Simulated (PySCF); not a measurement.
# C₆H₁₀O: vibronic structure

Wanted: vibronic structure for C₆H₁₀O (`C=C=C[C@H](C)CO`).

Computed with PySCF 2.14.0 and routines of our own; the level stands in each step. Atoms count from 0.

## Step 1: The starting structure

17 atoms, charge 0, multiplicity 1; geometry from: GFN2-xTB.

## Step 2: Vibronic structure: TDDFT BHandHLYP/6-31+G*

What the job is given:

```
{"job": {"kind": "vib", "xc": "BHandHLYP", "basis": "6-31+G*", "tda": false}, "charge": 0, "multiplicity": 1}
C      2.956497    -0.435266     0.464826
C      1.816168    -0.227846    -0.111573
C      0.660443    -0.047044    -0.673361
C     -0.656312    -0.299471     0.017993
C     -1.664446    -0.913187    -0.947589
C     -1.178203     1.036588     0.576713
O     -0.340052     1.568012     1.570478
H      3.477190    -1.374887     0.370896
H      3.445188     0.324042     1.054778
H      0.597579     0.359185    -1.674932
H     -0.492933    -0.974223     0.864475
H     -1.852180    -0.238678    -1.780975
H     -2.607638    -1.105312    -0.441616
H     -1.285198    -1.853032    -1.341886
H     -2.150731     0.890433     1.053017
H     -1.299771     1.755318    -0.249398
H      0.567400     1.547400     1.238245
```

Method: TDDFT BHandHLYP/6-31+G* vertical-gradient vibronic structure (displaced harmonic oscillators, Condon), gas phase.

Command:

```sh
> OMP_NUM_THREADS=1 python excited_run.py task.json out
```

The driver reads the jobs from task.json and runs them one after another.

What it wrote:

```text
final grid: 60984 points
cycle   1  E = -309.5507819228  dE =  1.066e+00  |g| = 5.678e-01  |ddm| = 1.040e+01
cycle   2  E = -309.5593827703  dE = -8.601e-03  |g| = 5.878e-01  |ddm| = 4.469e+00
cycle   3  E = -309.6234934780  dE = -6.411e-02  |g| = 6.286e-02  |ddm| = 2.300e+00
cycle   4  E = -309.6242479254  dE = -7.544e-04  |g| = 2.491e-02  |ddm| = 2.663e-01
cycle   5  E = -309.6244103595  dE = -1.624e-04  |g| = 6.230e-03  |ddm| = 1.278e-01
cycle   6  E = -309.6244197151  dE = -9.356e-06  |g| = 2.168e-03  |ddm| = 3.459e-02
cycle   7  E = -309.6244210238  dE = -1.309e-06  |g| = 4.499e-04  |ddm| = 9.822e-03
cycle   8  E = -309.6244210875  dE = -6.365e-08  |g| = 1.334e-04  |ddm| = 3.144e-03
cycle   9  E = -309.6244210937  dE = -6.259e-09  |g| = 3.815e-05  |ddm| = 1.028e-03
cycle  10  E = -309.6244210942  dE = -4.929e-10  |g| = 9.169e-06  |ddm| = 3.841e-04
converged SCF energy = -309.6244210942

Singlet excitations (eV, f): 5.999 (0.0001)  6.360 (0.0008)  7.071 (0.0213)  7.207 (0.0938)  7.371 (0.1848)  7.443 (0.4700)

State S1  5.9991 eV  f = 0.00009  H->L+2 0.22, H->L 0.19, H->L+1 0.18
  relaxed dipole 2.706 D, largest gradient of the excitation energy 0.0537 Eh/bohr
  mode    cm-1        S   lambda/meV  Raman
   24   1191.1    0.3531      52.1   1.000
   23   1148.4    0.2673      38.1   0.704
    2    110.5    2.2179      30.4   0.054
   31   1445.2    0.1564      28.0   0.652
   20   1096.8    0.1550      21.1   0.372
   19   1080.7    0.0954      12.8   0.222
   11    526.4    0.1950      12.7   0.108
   21   1105.6    0.0824      11.3   0.201
   25   1259.9    0.0710      11.1   0.225
   22   1126.2    0.0628       8.8   0.159
   40   3033.4    0.0190       7.1   0.349
    3    147.8    0.3147       5.8   0.014
  reorganisation energy 0.2665 eV, total S 4.322, 0-0 5.7327 eV
  absorption maximum 5.923 eV, width 0.402 eV

State S5  7.3706 eV  f = 0.18476  H->L+3 0.55, H->L+1 0.14, H-1->L+1 0.11
  relaxed dipole 1.444 D, largest gradient of the excitation energy 0.1070 Eh/bohr
  mode    cm-1        S   lambda/meV  Raman
   35   2092.4    0.6128     159.0   1.000
   28   1339.6    0.2136      35.5   0.143
   24   1191.1    0.2130      31.5   0.113
    7    313.2    0.7754      30.1   0.028
    6    294.5    0.7926      28.9   0.026
   43   3073.3    0.0575      21.9   0.202
   23   1148.4    0.1258      17.9   0.062
    5    234.5    0.5958      17.3   0.012
    8    363.1    0.3835      17.3   0.019
   19   1080.7    0.0927      12.4   0.040
   26   1273.4    0.0707      11.2   0.043
   25   1259.9    0.0416       6.5   0.025
  reorganisation energy 0.4231 eV, total S 4.506, 0-0 6.9474 eV
  absorption maximum 7.277 eV, width 0.650 eV

State S6  7.4427 eV  f = 0.47002  H-1->L+1 0.30, H-1->L+2 0.22, H-1->L+3 0.10
  relaxed dipole 2.443 D, largest gradient of the excitation energy 0.0957 Eh/bohr
  mode    cm-1        S   lambda/meV  Raman
   35   2092.4    0.4851     125.8   1.000
    3    147.8    1.3071      24.0   0.013
    9    382.6    0.3363      16.0   0.023
   31   1445.2    0.0700      12.5   0.069
   19   1080.7    0.0901      12.1   0.050
   20   1096.8    0.0857      11.7   0.049
   11    526.4    0.1593      10.4   0.021
    5    234.5    0.3393       9.9   0.009
   23   1148.4    0.0578       8.2   0.036
   24   1191.1    0.0511       7.5   0.034
   10    455.6    0.1150       6.5   0.011
   25   1259.9    0.0393       6.1   0.029
  reorganisation energy 0.2846 eV, total S 3.549, 0-0 7.1581 eV
  absorption maximum 7.224 eV, width 0.444 eV

State T1  4.5729 eV  f = 0.00000  H->L+3 0.18, H-1->L+1 0.12, H-1->L+2 0.11
  relaxed dipole 1.926 D, largest gradient of the excitation energy 0.0838 Eh/bohr
  mode    cm-1        S   lambda/meV  Raman
   31   1445.2    0.3976      71.2   1.000
   24   1191.1    0.3577      52.8   0.611
   23   1148.4    0.3196      45.5   0.508
   25   1259.9    0.2371      37.0   0.453
   20   1096.8    0.2264      30.8   0.328
   22   1126.2    0.1554      21.7   0.237
   28   1339.6    0.1143      19.0   0.247
   11    526.4    0.2590      16.9   0.086
   19   1080.7    0.0790      10.6   0.111
   17    949.2    0.0646       7.6   0.070
   21   1105.6    0.0553       7.6   0.081
   26   1273.4    0.0437       6.9   0.085
  reorganisation energy 0.3666 eV, total S 2.918, 0-0 4.2062 eV
  absorption maximum 4.516 eV, width 0.410 eV
```

Wall time 42 s (1 thread of Intel Xeon Platinum 8375C at 2.90GHz, shared host); peak memory 0.72 GiB.

The fields below are evaluated on a grid from the run's orbitals.

Frontier orbitals at BHandHLYP/6-31+G*, with the share of their density that lies nearest to each atom:

```csv
orbital,energy (eV),lies on
HOMO,-8.56,"C1, C2 about 28 % each; O6 7 %"
LUMO,0.70,"H9 22 %; H11, H13 about 10 % each; H7, H8, H15 about 8 % each"
```

ELF in a plane through or near 8 of the atoms.

Ten even steps from ' ' (0.00) to '@' (1.00):
```
                                                        
                                                        
                        ..::--::                        
                        --**##++..                      
                      ..++%%@@##..  ....                
                    ..####==--##::==****::              
        ..====      ..@@@@####%%--@@@@%%==              
        %%@@@@++      --==--==::**%%@@##::              
      --@@@@@@%%::::--..    ++@@%%==::                  
      ::@@@@@@%%++****==::==++**%%::                    
        --**==**++##::**==%%**--****==++++--            
        --####::**##--##++####++@@--==####==..          
      ..##@@@@##----**%%**==..::**--::**++::            
        ##@@@@**  ..==**++..  ::%%@@##--::              
        ::====..      --..    **@@@@@@--                
                              **@@@@%%::                
                              ..==++--                  
                                                        
                                                        
                                                        
```
The map spans 12.4 Å across and 9.7 Å up, centred on the molecule. Atoms in the plane (x, y in Å): C0 (-3.0, -0.4), C3 (0.6, -0.1), C4 (1.8, -1.1), C5 (1.1, 1.3), O6 (0.0, 2.2), H8 (-3.6, 0.5), H13 (1.5, -2.1), H16 (-0.8, 1.9).

On the surface of density 0.002 e/bohr³ the electrostatic potential runs, from the 1st to the 99th percentile, from -1.84 V near O6 to 1.49 V near H16.

## Step 3: Vibronic structure: TDA LC-wPBE/6-31+G*

The job, as its differences from that of step 2:

```diff
@@ -1,2 +1,2 @@
-{"job": {"kind": "vib", "xc": "BHandHLYP", "basis": "6-31+G*", "tda": false}, "charge": 0, "multiplicity": 1}
+{"job": {"kind": "vib", "xc": "LC-wPBE", "basis": "6-31+G*", "tda": true, "temperature": 200, "grid": 3, "scf": {"max_cycle": 92, "conv": 0.0001}, "maxiter": 30}, "charge": 0, "multiplicity": 1}
 C      2.956497    -0.435266     0.464826
```

Level: TDA LC-wPBE/6-31+G* vertical-gradient vibronic structure (displaced harmonic oscillators, Condon), gas phase.

What it wrote:

```text
final grid: 196872 points
cycle   1  E = -309.5281120050  dE =  1.228e+00  |g| = 5.978e-01  |ddm| = 9.204e+00
cycle   2  E = -309.5468042114  dE = -1.869e-02  |g| = 5.906e-01  |ddm| = 4.893e+00
cycle   3  E = -309.6083746678  dE = -6.157e-02  |g| = 5.071e-02  |ddm| = 1.775e+00
cycle   4  E = -309.6091400004  dE = -7.653e-04  |g| = 1.520e-02  |ddm| = 4.013e-01
cycle   5  E = -309.6092117503  dE = -7.175e-05  |g| = 5.495e-03  |ddm| = 1.304e-01
converged SCF energy = -309.6092117503

Singlet excitations (eV, f): 6.164 (0.0000)  6.567 (0.0008)  7.480 (0.0196)  7.768 (0.0446)  7.791 (0.2657)  7.905 (0.0126)

State S1  6.1642 eV  f = 0.00004  H->L+2 0.23, H->L 0.10, H->L+4 0.08
  relaxed dipole 2.707 D, largest gradient of the excitation energy 0.0507 Eh/bohr
  mode    cm-1        S   lambda/meV  Raman
   24   1191.1    0.3470      51.3   1.000
   23   1148.4    0.2694      38.4   0.722
    2    110.5    1.9730      27.0   0.049
   20   1096.8    0.1613      21.9   0.394
   31   1445.2    0.1142      20.5   0.484
   11    526.4    0.2679      17.5   0.151
   19   1080.7    0.0921      12.3   0.219
   25   1259.9    0.0721      11.3   0.232
   21   1105.6    0.0784      10.7   0.195
   22   1126.2    0.0749      10.5   0.193
   40   3033.4    0.0174       6.5   0.325
   26   1273.4    0.0275       4.3   0.091
  reorganisation energy 0.2561 eV, total S 3.955, 0-0 5.9081 eV
  absorption maximum 6.088 eV, width 0.374 eV

State S4  7.7678 eV  f = 0.04459  H->L+3 0.20, H-1->L 0.15, H->L 0.11
  relaxed dipole 2.107 D, largest gradient of the excitation energy 0.0827 Eh/bohr
  mode    cm-1        S   lambda/meV  Raman
   35   2092.4    0.3422      88.8   1.000
    6    294.5    2.3206      84.7   0.134
    7    313.2    1.9395      75.3   0.127
    9    382.6    0.8636      41.0   0.084
   12    593.6    0.4077      30.0   0.096
    8    363.1    0.2498      11.2   0.022
   14    853.2    0.0805       8.5   0.039
   28   1339.6    0.0467       7.8   0.056
   31   1445.2    0.0425       7.6   0.059
   26   1273.4    0.0461       7.3   0.050
   11    526.4    0.1040       6.8   0.019
   24   1191.1    0.0398       5.9   0.038
  reorganisation energy 0.4016 eV, total S 6.767, 0-0 7.3662 eV
  absorption maximum 7.640 eV, width 0.462 eV

State S5  7.7911 eV  f = 0.26569  H-1->L 0.29, H-1->L+1 0.25, H->L+3 0.10
  relaxed dipole 3.953 D, largest gradient of the excitation energy 0.0930 Eh/bohr
  mode    cm-1        S   lambda/meV  Raman
   35   2092.4    0.3935     102.1   1.000
    8    363.1    0.8095      36.4   0.062
    3    147.8    1.5289      28.0   0.019
    2    110.5    1.4613      20.0   0.010
   31   1445.2    0.0652      11.7   0.079
   19   1080.7    0.0539       7.2   0.037
   25   1259.9    0.0439       6.9   0.040
    9    382.6    0.1121       5.3   0.010
   12    593.6    0.0410       3.0   0.008
   20   1096.8    0.0167       2.3   0.012
   11    526.4    0.0333       2.2   0.005
   14    853.2    0.0172       1.8   0.007
  reorganisation energy 0.2418 eV, total S 4.761, 0-0 7.5493 eV
  absorption maximum 7.637 eV, width 0.348 eV

State T1  4.5526 eV  f = 0.00000  H-1->L+2 0.17, H->L+3 0.13
  relaxed dipole 1.957 D, largest gradient of the excitation energy 0.0802 Eh/bohr
  mode    cm-1        S   lambda/meV  Raman
   31   1445.2    0.4020      72.0   1.000
   24   1191.1    0.3561      52.6   0.602
   23   1148.4    0.3132      44.6   0.492
   25   1259.9    0.2429      37.9   0.459
   20   1096.8    0.2172      29.5   0.311
   22   1126.2    0.1519      21.2   0.229
   28   1339.6    0.1173      19.5   0.251
   11    526.4    0.2583      16.9   0.085
   19   1080.7    0.0767      10.3   0.107
   17    949.2    0.0619       7.3   0.066
   21   1105.6    0.0527       7.2   0.077
   26   1273.4    0.0443       7.0   0.086
  reorganisation energy 0.3621 eV, total S 2.876, 0-0 4.1905 eV
  absorption maximum 4.501 eV, width 0.522 eV
```

Run time: 1.9 min. Hardware: 1 thread of Intel Xeon Platinum 8375C at 2.90GHz, shared host; peak memory 0.86 GiB.

These settings were drawn to be risky (LC-wPBE/6-31+G*; temperature 200; tda True; grid 3; xc LC-wPBE; basis 6-31+G*; maxiter 30; scf {'max cycle': 92, 'conv': 0.0001}); the run ended normally, but its values are left out of the summary.

## Step 4: Outcome

```
                                                                                         quantity                     value
S1: vertical, reorganisation, 0-0, total S (step 2, TDDFT BHandHLYP/6-31+G*, modes from GFN2-xTB)  6.00, 0.27, 5.73 eV; 4.3
S5: vertical, reorganisation, 0-0, total S (step 2, TDDFT BHandHLYP/6-31+G*, modes from GFN2-xTB)  7.37, 0.42, 6.95 eV; 4.5
S6: vertical, reorganisation, 0-0, total S (step 2, TDDFT BHandHLYP/6-31+G*, modes from GFN2-xTB)  7.44, 0.28, 7.16 eV; 3.5
                       potential on the surface of density 0.002 e/bohr³, 1st and 99th percentile        -1.84 V and 1.49 V
```

The vibronic model keeps the ground-state modes (from xTB) and shifts them along the gradient alone, so it can miss much of the relaxation that a full optimisation finds.
